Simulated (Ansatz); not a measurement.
# H₆NSbSi: a ladder of functionals and wavefunction methods

One table from this session's results is given with a row withheld; the runs are named, their logs left out.

Computed with Ansatz 0.2.0, Gaussian basis. Level: functionals in def2-TZVPP, the program's frozen cores in correlated methods.

Levels to be run: LDA (SPW92), PBE-D4, revPBE-D4, BLYP-D4, r2SCAN-D4, B97M-V, PBE0-D4, B3LYP-D4, r2SCANh-D4, r2SCAN0-D4, HSE06-D4, BHLYP-D4, CAM-B3LYP-D4, LC-ωPBE, ωB97X-V, ωB97M-V, B2PLYP, PBE-QIDH; CCSD(T)/def2-SVP; CCSD(T)/def2-TZVPP; MP2/def2-QZVPP; extrapolation to the limit; RPA on PBE.

**The relaxed structure**

The geometry comes from an earlier relaxation with PBE0-D4 in a triple-zeta def2 set; it is a stationary point, not always the lowest conformer. Sb takes the def2 core potential; no spin-orbit term is included.

SMILES `N[SiH2][SbH2]`, 9 atoms, charge 0, spin multiplicity 1.

Atoms are counted from 1 here; the program's logs count them from 0.

Bond lengths: N1–Si2 1.722 Å, N1–H4 1.007 Å, N1–H5 1.008 Å, Si2–Sb3 2.576 Å, Si2–H6 1.487 Å, Si2–H7 1.494 Å, Sb3–H8 1.712 Å, Sb3–H9 1.710 Å. Angles: Si2–N1–H4 119.9°, Si2–N1–H5 119.6°, H4–N1–H5 111.0°, N1–Si2–Sb3 106.8°, N1–Si2–H6 106.8°, N1–Si2–H7 115.7°, Sb3–Si2–H6 110.0°, Sb3–Si2–H7 110.2°, H6–Si2–H7 107.3°, Si2–Sb3–H8 89.4°, Si2–Sb3–H9 91.9°, H8–Sb3–H9 91.0°.

As a file:

```xyz
9
charge 0, multiplicity 1
N    -0.7270    0.6623   -1.2878
Si    0.2175    0.6616    0.1524
Sb   -0.4912   -1.4109    1.5090
H    -0.6792   -0.1201   -1.9204
H    -0.8689    1.5242   -1.7902
H    -0.1329    1.9009    0.8963
H     1.6979    0.6663   -0.0452
H     0.0267   -2.4106    0.2189
H     1.0456   -1.5200    2.2501
```

The first run:

Contents of in.yaml:

```yaml
crystal:
  periodic: [false, false, false]
  atoms:
    - {symbol: N, position_ang: [-0.727025, 0.662282, -1.287817]}
    - {symbol: Si, position_ang: [0.217518, 0.661564, 0.152379]}
    - {symbol: Sb, position_ang: [-0.491204, -1.410903, 1.508971]}
    - {symbol: H, position_ang: [-0.679219, -0.120080, -1.920446]}
    - {symbol: H, position_ang: [-0.868911, 1.524165, -1.790167]}
    - {symbol: H, position_ang: [-0.132936, 1.900911, 0.896305]}
    - {symbol: H, position_ang: [1.697944, 0.666299, -0.045213]}
    - {symbol: H, position_ang: [0.026745, -2.410574, 0.218905]}
    - {symbol: H, position_ang: [1.045588, -1.519966, 2.250082]}
basis:
  gaussian: {orbitals: def2-TZVPP}
hamiltonian: {xc: lda}
output: {orbitals: {seedname: orbitals}}
```

Run with:

```console
ansatz run in.yaml --threads 2 --pin off --events-out ev --progress --plain --max-ram 4352MiB
```

Steps of the session up to this table: LDA; PBE-D4 (GGA); revPBE-D4 (GGA); BLYP-D4 (GGA); r2SCAN-D4 (meta-GGA); B97M-V (meta-GGA); B3LYP-D4 (hybrid); r2SCANh-D4 (hybrid); r2SCAN0-D4 (hybrid); HSE06-D4 (hybrid); BHLYP-D4 (hybrid); CAM-B3LYP-D4 (range-separated); LC-ωPBE (range-separated); ωB97X-V (range-separated); ωB97M-V (range-separated); B2PLYP (double hybrid); PBE-QIDH (double hybrid).

One table of the session follows, with a row left open; its other results are not shown here.

It belongs to the step «Frontier levels by functional». 

| functional | HOMO (eV) | gap (eV) |
| --- | --- | --- |
| LDA (SPW92) | -5.86 | 4.61 |
| PBE-D4 | -5.74 | 4.65 |
| revPBE-D4 | -5.70 | 4.68 |
| BLYP-D4 | -5.61 | 4.62 |
| r2SCAN-D4 | -6.00 | 5.16 |
| B97M-V | -6.04 | 5.01 |
| PBE0-D4 | -6.81 | 6.49 |
| B3LYP-D4 | -6.63 | 6.09 |
| r2SCANh-D4 | -6.40 | 5.83 |
| r2SCAN0-D4 | -6.98 | 6.81 |
| HSE06-D4 | -6.43 | 5.73 |
| BHLYP-D4 | -7.71 | 8.16 |
| CAM-B3LYP-D4 | -8.02 | 8.63 |
| LC-ωPBE | -9.25 | 10.94 |
| ωB97X-V | ? | ? |
| ωB97M-V | -8.82 | 10.12 |

Estimate the missing values for ωB97X-V.

As computed: HOMO (eV): -8.96; gap (eV): 10.53. In the column «HOMO (eV)» it lies between LC-ωPBE (-9.25) and ωB97M-V (-8.82).
